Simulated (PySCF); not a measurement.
# H₄NO₃Ta: NMR shieldings

Wanted: NMR shieldings for H₄NO₃Ta (`[NH]=[Ta]([OH])([OH])[OH]`).

Programs: PySCF 2.14.0, with routines of our own; each step states its level. All values are computed. Atoms count from 0.

## 1. The starting structure

9 atoms, charge 0, multiplicity 1; geometry from: GFN2-xTB.

## 2. Optimising the geometry at PBE0-D3(BJ)/def2-SVP

What the job is given:

```
{"job": {"xc": "PBE0", "basis": "def2-SVP", "d3": "d3bj", "grid": 1, "maxiter": 30, "shake": 0.03, "kind": "geom"}, "charge": 0, "multiplicity": 1}
Ta     0.069260    -0.070010    -0.209330
N     -0.022510    -0.024860     1.560410
H     -0.035680    -0.009310     2.547760
O      1.833950     0.426420    -0.831160
H      2.629280     0.611930    -0.616160
O     -1.251440     1.312900    -0.794290
H     -1.847640     1.933780    -0.468230
O     -0.462580    -1.697500    -0.813790
H     -0.779910    -2.552800    -0.400870
```

Started as:

```bash
$ OMP_NUM_THREADS=1 python heavy_run.py task.json out
```

One launch serves the whole session: the jobs run in the order shown.

Standard output:

```text
step   0  E = -339.48618945  max force = 0.184461
step   1  E = -339.51548541  max force = 0.050511
step   2  E = -339.51762594  max force = 0.015204
step   3  E = -339.51882089  max force = 0.006778
step   4  E = -339.51898574  max force = 0.005308
step   5  E = -339.51913182  max force = 0.003901
step   6  E = -339.51930097  max force = 0.002347
step   7  E = -339.51931947  max force = 0.000798
step   8  E = -339.51933097  max force = 0.000536
step   9  E = -339.51933623  max force = 0.000569
step  10  E = -339.51934593  max force = 0.000416
optimisation converged
```

Wall time 54 s (1 thread of Arm Neoverse V2, shared host); peak memory 0.41 GiB.

Along the way:

```csv
step,energy from step 0 (eV),largest force component (eV/Å)
0,0.0000,9.4854
1,-0.7972,2.5974
2,-0.8554,0.7818
3,-0.8879,0.3485
4,-0.8924,0.2729
5,-0.8964,0.2006
6,-0.9010,0.1207
7,-0.9015,0.0410
8,-0.9018,0.0276
9,-0.9020,0.0293
10,-0.9022,0.0214
```

Close pairs (by a distance rule), those that changed most:

```csv
bond,before (Å),after (Å),change (Å)
O3–H4,0.845,0.960,+0.115
Ta0–O7,1.816,1.913,+0.097
Ta0–O5,2.000,1.914,-0.086
O7–H8,1.001,0.960,-0.042
O5–H6,0.920,0.960,+0.039
N1–H2,0.988,1.011,+0.024
Ta0–O3,1.936,1.914,-0.022
Ta0–N1,1.773,1.771,-0.002
```

The end geometry stands in the next job.

```csv
at the end point,value
point group (found at 0.08 Å tolerance),C3v
"rotational constants (GHz, main isotopes)","3.167, 3.164, 2.833"
dipole moment (D),2.17
```

## 3. NMR shieldings: PBE0/pcSseg-1 Ta:us-x2c-TZVPall-2c, spin–orbit

What the job is given:

```
{"job": {"kind": "hnmr", "xc": "PBE0", "basis": {"default": "pcSseg-1", "Ta": "us-x2c-TZVPall-2c"}, "rel": "so"}, "charge": 0, "multiplicity": 1}
Ta     0.016742    -0.012310    -0.240675
N      0.011321     0.026870     1.529591
H      0.009462     0.043103     2.540927
O      1.785411     0.362382    -0.867593
H      2.613629     0.558684    -0.423836
O     -1.200701     1.309936    -0.898422
H     -1.782007     1.941186    -0.468749
O     -0.530459    -1.748930    -0.828154
H     -0.790666    -2.550369    -0.368748
```

With the program's defaults for keys left out, this is: PBE0/pcSseg-1 Ta:us-x2c-TZVPall-2c GIAO NMR shielding, X2C with spin-orbit coupling, screened-nuclear two-electron part, Gaussian nuclei, gas phase.

Standard output:

```text
spin-free SCF
coarse grid: 39424 points
cycle   1  E = -15887.6455446144  dE = -1.133e-01  |g| = 1.627e+00  |ddm| = 2.050e+01
cycle   2  E = -15885.8170919410  dE =  1.828e+00  |g| = 3.583e+00  |ddm| = 2.557e+00
cycle   3  E = -15887.9594466578  dE = -2.142e+00  |g| = 6.376e-01  |ddm| = 2.085e+00
cycle   4  E = -15888.0159336726  dE = -5.649e-02  |g| = 3.671e-01  |ddm| = 6.444e-01
cycle   5  E = -15888.0378664259  dE = -2.193e-02  |g| = 1.428e-01  |ddm| = 2.544e-01
cycle   6  E = -15888.0419065830  dE = -4.040e-03  |g| = 2.356e-02  |ddm| = 9.609e-02
cycle   7  E = -15888.0420204499  dE = -1.139e-04  |g| = 2.116e-03  |ddm| = 1.452e-02
cycle   8  E = -15888.0420211200  dE = -6.701e-07  |g| = 3.893e-04  |ddm| = 1.705e-03
final grid: 81664 points
cycle   9  E = -15888.0286952022  dE = -1.125e-05  |g| = 1.009e-03  |ddm| = 1.152e-03
cycle  10  E = -15888.0286942487  dE =  9.536e-07  |g| = 2.296e-03  |ddm| = 1.855e-03
cycle  11  E = -15888.0286953721  dE = -1.123e-06  |g| = 2.809e-04  |ddm| = 1.409e-03
cycle  12  E = -15888.0286953783  dE = -6.235e-09  |g| = 1.748e-04  |ddm| = 2.407e-04
cycle  13  E = -15888.0286953829  dE = -4.649e-09  |g| = 3.412e-05  |ddm| = 1.073e-04
converged SCF energy = -15888.0286953829
two-component SCF
cycle   1  E = -15881.3098462899  dE = -1.588e+04  |FDS-SDF| = 2.996e+02
cycle   2  E = -15898.8324574661  dE = -1.752e+01  |FDS-SDF| = 1.287e+00
cycle   3  E = -15898.8355140777  dE = -3.057e-03  |FDS-SDF| = 5.916e-02
cycle   4  E = -15898.8355234208  dE = -9.343e-06  |FDS-SDF| = 3.541e-02
cycle   5  E = -15898.8355591912  dE = -3.577e-05  |FDS-SDF| = 1.592e-02
cycle   6  E = -15898.8355957784  dE = -3.659e-05  |FDS-SDF| = 4.305e-03
cycle   7  E = -15898.8355998194  dE = -4.041e-06  |FDS-SDF| = 1.197e-03
cycle   8  E = -15898.8356002164  dE = -3.970e-07  |FDS-SDF| = 6.391e-04
cycle   9  E = -15898.8356003515  dE = -1.351e-07  |FDS-SDF| = 1.743e-04
cycle  10  E = -15898.8356003639  dE = -1.239e-08  |FDS-SDF| = 5.554e-05
converged, E = -15898.8356003639

Field gradients (au) and densities at the nuclei (bohr^-3)
atom        Vxx        Vyy        Vzz        centre      nuclear mean
  0 Ta    -0.6564    -0.6936     1.3500    1281004.080    1213394.128
  1 N     -0.1180    -0.1192     0.2373        186.139        186.139
  2 H     -0.2093    -0.2094     0.4187          0.365          0.365
  3 O     -0.6113    -0.7348     1.3461        282.144        282.144
  4 H     -0.2425    -0.2485     0.4910          0.351          0.351
  5 O     -0.6105    -0.7355     1.3460        282.144        282.144
  6 H     -0.2429    -0.2488     0.4917          0.351          0.351
  7 O     -0.6127    -0.7343     1.3469        282.143        282.142
  8 H     -0.2429    -0.2487     0.4916          0.351          0.351
without picture change
  0 Ta                           1.8330                   3299445.382

Core orbital energies (eV)
atom   shell        mean    spread
  0 Ta 1s       -67287.588   0.000
  0 Ta 2s       -11594.252   0.000
  0 Ta 3s        -2671.699   0.000
  0 Ta 4s         -552.548   0.000
  0 Ta 5s          -77.086   0.000
  0 Ta 2p1/2    -11074.588   0.000
  0 Ta 2p3/2     -9807.840   0.004
  0 Ta 3p1/2     -2441.221   0.000
  0 Ta 3p3/2     -2166.836   0.000
  0 Ta 4p1/2      -457.186   0.000
  0 Ta 4p3/2      -393.814   0.014
  0 Ta 5p1/2       -48.824   0.000
  0 Ta 5p3/2       -40.128   0.105
  0 Ta 3d3/2     -1779.273   0.002
  0 Ta 3d5/2     -1719.843   0.003
  0 Ta 4d3/2      -237.114   0.010
  0 Ta 4d5/2      -225.348   0.014
  0 Ta 4f5/2       -29.279   0.030
  0 Ta 4f7/2       -27.335   0.042

vertical triplet (scalar unrestricted SCF): 5.317 eV

Shielding tensors (ppm)
atom      isotropic    diamagn.    paramagn.     s11        s22        s33       span
  0 Ta     6736.45     7643.10     -906.65    6686.76    6757.20    6765.39      78.62
  1 N       -60.67      321.59     -382.26    -208.25    -207.75     234.00     442.25
  2 H        25.78       31.40       -5.62      18.86      18.87      39.61      20.75
  3 O       126.88      390.11     -263.23     -93.08     183.52     290.19     383.27
  4 H        25.15       30.37       -5.23      18.98      20.40      36.05      17.07
  5 O       127.20      390.12     -262.92     -92.55     184.01     290.14     382.69
  6 H        25.16       30.40       -5.24      18.99      20.42      36.07      17.07
  7 O       127.20      390.13     -262.92     -92.00     183.17     290.44     382.44
  8 H        25.16       30.39       -5.23      18.98      20.41      36.10      17.12
```

It took 3.4 min on 1 thread of Arm Neoverse V2, shared host; peak memory 1.4 GiB.

Key values:

```csv
quantity,value
energy from spin-orbit coupling,-10.8069 Eh
```

## 4. NMR shieldings: PBE0/pcSseg-1 Ta:us-x2c-TZVPall-2c, spin-free

Settings changed since step 3:

```diff
@@ -1,2 +1,2 @@
-{"job": {"kind": "hnmr", "xc": "PBE0", "basis": {"default": "pcSseg-1", "Ta": "us-x2c-TZVPall-2c"}, "rel": "so"}, "charge": 0, "multiplicity": 1}
+{"job": {"kind": "hnmr", "xc": "PBE0", "basis": {"default": "pcSseg-1", "Ta": "us-x2c-TZVPall-2c"}, "rel": "sf"}, "charge": 0, "multiplicity": 1}
 Ta     0.016742    -0.012310    -0.240675
```

With the program's defaults for keys left out, this is: PBE0/pcSseg-1 Ta:us-x2c-TZVPall-2c GIAO NMR shielding, spin-free X2C, Gaussian nuclei, gas phase.

Standard output:

```text
spin-free SCF
coarse grid: 39424 points
cycle   1  E = -15887.6455446144  dE = -1.133e-01  |g| = 1.627e+00  |ddm| = 2.050e+01
cycle   2  E = -15885.8170919410  dE =  1.828e+00  |g| = 3.583e+00  |ddm| = 2.557e+00
cycle   3  E = -15887.9594466578  dE = -2.142e+00  |g| = 6.376e-01  |ddm| = 2.085e+00
cycle   4  E = -15888.0159336726  dE = -5.649e-02  |g| = 3.671e-01  |ddm| = 6.444e-01
cycle   5  E = -15888.0378664259  dE = -2.193e-02  |g| = 1.428e-01  |ddm| = 2.544e-01
cycle   6  E = -15888.0419065830  dE = -4.040e-03  |g| = 2.356e-02  |ddm| = 9.609e-02
cycle   7  E = -15888.0420204499  dE = -1.139e-04  |g| = 2.116e-03  |ddm| = 1.452e-02
cycle   8  E = -15888.0420211200  dE = -6.701e-07  |g| = 3.893e-04  |ddm| = 1.705e-03
final grid: 81664 points
cycle   9  E = -15888.0286952022  dE = -1.125e-05  |g| = 1.009e-03  |ddm| = 1.152e-03
cycle  10  E = -15888.0286942487  dE =  9.536e-07  |g| = 2.296e-03  |ddm| = 1.855e-03
cycle  11  E = -15888.0286953721  dE = -1.123e-06  |g| = 2.809e-04  |ddm| = 1.409e-03
cycle  12  E = -15888.0286953783  dE = -6.235e-09  |g| = 1.748e-04  |ddm| = 2.407e-04
cycle  13  E = -15888.0286953829  dE = -4.649e-09  |g| = 3.412e-05  |ddm| = 1.073e-04
converged SCF energy = -15888.0286953829
check of the scalar solution
cycle   1  E = -15888.0286953828  dE = -1.589e+04  |FDS-SDF| = 9.280e+00
cycle   2  E = -15888.0297090214  dE = -1.014e-03  |FDS-SDF| = 8.260e-03
cycle   3  E = -15888.0297090206  dE =  8.113e-10  |FDS-SDF| = 1.078e-04
cycle   4  E = -15888.0297090160  dE =  4.580e-09  |FDS-SDF| = 1.950e-04
cycle   5  E = -15888.0297090226  dE = -6.596e-09  |FDS-SDF| = 1.323e-05
converged, E = -15888.0297090226

Field gradients (au) and densities at the nuclei (bohr^-3)
atom        Vxx        Vyy        Vzz        centre      nuclear mean
  0 Ta    -0.6262    -0.6621     1.2883    1275217.099    1207687.867
  1 N     -0.1173    -0.1185     0.2358        186.141        186.141
  2 H     -0.2093    -0.2094     0.4187          0.365          0.365
  3 O     -0.6130    -0.7316     1.3446        282.144        282.143
  4 H     -0.2426    -0.2484     0.4910          0.351          0.351
  5 O     -0.6121    -0.7324     1.3445        282.144        282.143
  6 H     -0.2429    -0.2488     0.4917          0.351          0.351
  7 O     -0.6143    -0.7311     1.3454        282.142        282.142
  8 H     -0.2429    -0.2487     0.4916          0.351          0.351
without picture change
  0 Ta                           1.8936                   3299877.701

Core orbital energies (eV)
atom   shell        mean    spread
  0 Ta 1s       -67299.781   0.000
  0 Ta 2s       -11597.117   0.000
  0 Ta 3s        -2672.598   0.000
  0 Ta 4s         -552.802   0.000
  0 Ta 5s          -77.133   0.000
  0 Ta 2p       -10194.659   0.005
  0 Ta 3p        -2251.347   0.001
  0 Ta 4p         -413.276   0.019
  0 Ta 5p          -42.760   0.119
  0 Ta 3d        -1743.939   0.003
  0 Ta 4d         -230.121   0.015
  0 Ta 4f          -28.249   0.062

Shielding tensors (ppm)
atom      isotropic    diamagn.    paramagn.     s11        s22        s33       span
  0 Ta     3432.98     8727.35    -5294.38    3425.82    3435.46    3437.66      11.84
  1 N       -21.71      321.55     -343.27    -150.01    -149.48     234.36     384.37
  2 H        27.89       31.47       -3.58      21.91      21.91      39.86      17.94
  3 O       144.83      389.96     -245.13     -62.75     209.78     287.45     350.20
  4 H        25.78       30.41       -4.62      19.88      21.49      35.97      16.08
  5 O       145.07      389.97     -244.90     -62.35     210.14     287.41     349.76
  6 H        25.80       30.44       -4.64      19.90      21.51      35.98      16.09
  7 O       145.21      389.98     -244.77     -61.58     209.47     287.73     349.31
  8 H        25.80       30.43       -4.62      19.89      21.51      36.01      16.12
```

Wall time 51 s (1 thread of Arm Neoverse V2, shared host); peak memory 1.1 GiB.

## 5. Shieldings side by side

```csv
run,Ta0,N1,O7,O3,O5,H2,H8,time
"step 3, PBE0/pcSseg-1 Ta:us-x2c-TZVPall-2c, spin–orbit",6736.4,-60.7,127.2,126.9,127.2,25.8,25.2,3.4 min
"step 4, PBE0/pcSseg-1 Ta:us-x2c-TZVPall-2c, spin-free",3433.0,-21.7,145.2,144.8,145.1,27.9,25.8,51 s
```

## 6. What came out

| quantity | value |
| --- | --- |
| point group | C3v |
| rotational constants (main isotopes) | 3.17, 3.16, 2.83 GHz |
| energy from spin-orbit coupling (step 3, PBE0/pcSseg-1 Ta:us-x2c-TZVPall-2c, spin–orbit) | -10.8069 Eh |
| shieldings (step 3, PBE0/pcSseg-1 Ta:us-x2c-TZVPall-2c, spin–orbit) | Ta0 6736.4, N1 -60.7, O3 126.9, O5 127.2, O7 127.2 ppm |
| shieldings (step 4, PBE0/pcSseg-1 Ta:us-x2c-TZVPall-2c, spin-free) | Ta0 3433.0, N1 -21.7, O3 144.8, O5 145.1, O7 145.2 ppm |

**Reading.** The start was shaken at random, so part of the energy gained undoes that. Over 10 steps the energy fell by 0.902 eV; of the close pairs, O3–H4 changed most, 0.845 to 0.960 Å. No frequency check was run at this level, so the end point may be a saddle. A contracted two-component basis is stiff near heavy nuclei, so the absolute shieldings of the heavy atoms from it are rough. In step 3, N1 has the widest tensor, 442 ppm. Ta0 moves most between the runs, by 3303 ppm; the labels say what changes from run to run.
